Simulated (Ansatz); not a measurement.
**Ti (Titanium): a single-point run**

Aim: a sound single-point run of Ti (Titanium). The structure is shown as the input types it.

Computed with Ansatz 0.2.0 (DFT, PBE, all-electron LAPW, scalar-relativistic, unless a step's input says otherwise).

## Step 1: The starting structure

Symmetry: P6_3/mmc, No. 194, hexagonal system. The conventional cell has a = 2.950 Å, b = 2.950 Å, c = 4.680 Å, α = 90.00°, β = 90.00°, γ = 120.00°. Ti (site symmetry -6m2) has 12 Ti at 2.89 to 2.95 Å as nearest neighbours.

Coordinates:

```cif
data_structure
_symmetry_space_group_name_H-M 'P6_3/mmc'
_symmetry_Int_Tables_number 194
_cell_length_a 2.9500
_cell_length_b 2.9500
_cell_length_c 4.6800
_cell_angle_alpha 90.000
_cell_angle_beta 90.000
_cell_angle_gamma 120.000
_cell_volume 35.27
loop_
_atom_site_label
_atom_site_type_symbol
_atom_site_symmetry_multiplicity
_atom_site_Wyckoff_symbol
_atom_site_fract_x
_atom_site_fract_y
_atom_site_fract_z
_atom_site_occupancy
Ti1 Ti 2 c 0.33333 0.66667 0.25000 1
```

## Step 2: The calculation

File input.yaml:

```yaml
crystal:
  lattice:
    - [2.95, 0.0, 0.0]
    - [-1.475, 2.5547749412, 0.0]
    - [0.0, 0.0, 4.68]
  atoms:
    - { symbol: Ti, position: [0.3333333333, 0.6666666667, 0.25] }
    - { symbol: Ti, position: [0.6666666667, 0.3333333333, 0.75] }
kpoints:
  mp_grid: { grid: [13, 13, 7] }
scf:
  occupations: { method: fermi_dirac, width: 0.05 }
  lower_state_search: "off"
  convergence: { dr2_threshold: 1.0e-20 }
  max_iter: 60
hamiltonian:
  xc: pbe
  pseudopotentials: { kind: all_electron, lapw: { basis_error: 0.001 } }
output:
  forces: true
  stress: true
  eigenvalues: false
  populations: true
```

The run is started by

```
$ ansatz run input.yaml --threads 1 --pin off --max-ram 3072MiB --backend cpu --events-out ev --progress --plain --runs-dir out
```

Q: Will this input give a usable result? If not, why, and what should change?

This run ends as converged. Convergence says nothing about whether the input makes sense.

The suspect setting: scf.convergence.dr2_threshold is 1.0e-20. The risk: threshold needlessly tight. Once met, so tight a threshold does no harm; it costs cycles.

To check: delete scf.convergence.dr2_threshold (the default then holds).
